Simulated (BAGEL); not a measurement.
**ROHF/6-31G(d) (density fitting with qzvpp-jkfit, spherical functions) run of triplet GaNH2ClF**

Aim: the energy of triplet GaNH2ClF. 

The calculation is run with BAGEL 1.2.2.

5 further runs of the same task are left out: 2 that didn't finish, 3 set aside as unsound or not needed. Runs told in other sessions of the task aren't counted.

### Step 1. The molecule

GaNH2ClF: 6 atoms, total charge 0, spin state triplet. As SMILES of the parent species, `[NH2][Ga]([F])[Cl]`. The shape is that of a PBE0-D4/def2-TZVP optimisation. That shape belongs to the parent species and isn't relaxed for this state.

Bond lengths: N1–Ga2 1.791 Å, Ga2–F3 1.743 Å, Ga2–Cl4 2.117 Å, N1–H5 1.005 Å, N1–H6 1.005 Å. Angles: N1–Ga2–F3 119.0°, N1–Ga2–Cl4 124.0°, F3–Ga2–Cl4 116.9°, Ga2–N1–H5 121.8°, Ga2–N1–H6 122.2°, H5–N1–H6 113.3°.

### Step 2. The energy at ROHF/6-31G(d) (density fitting with qzvpp-jkfit, spherical functions)

Contents of calc.json:

```json
{ "bagel": [

{
  "title": "molecule",
  "basis": "6-31gs.json",
  "df_basis": "qzvpp-jkfit",
  "angstrom": true,
  "geometry": [
    { "atom": "N", "xyz": [      -0.193400,       1.027000,      -0.045900 ] },
    { "atom": "Ga", "xyz": [       0.233000,      -0.711000,       0.012900 ] },
    { "atom": "F", "xyz": [       1.569300,      -1.221300,       1.009300 ] },
    { "atom": "Cl", "xyz": [      -0.740100,      -2.208600,      -1.123700 ] },
    { "atom": "H", "xyz": [       0.201900,       1.691500,       0.596800 ] },
    { "atom": "H", "xyz": [      -1.028600,       1.358600,      -0.495600 ] }
  ]
},

{ "title": "rohf", "nopen": 2 },

{ "title": "print", "file": "orbitals.molden", "orbitals": true }

]}
```

The basis set 6-31G* is read from a file made from the Basis Set Exchange's data (not shown).

On the command line:

```sh
$ BAGEL_NUM_THREADS=1 BAGEL calc.json > calc.out
```

Q: Predict the results. Wanted: total energy; dipole moment; ⟨S²⟩.

Answer, from the run:

At ROHF/6-31G* (density fitting with qzvpp-jkfit, spherical functions):

```
     quantity           value
 total energy  -2537.43319 Eh
dipole moment          7.72 D
         ⟨S²⟩           2.000
```
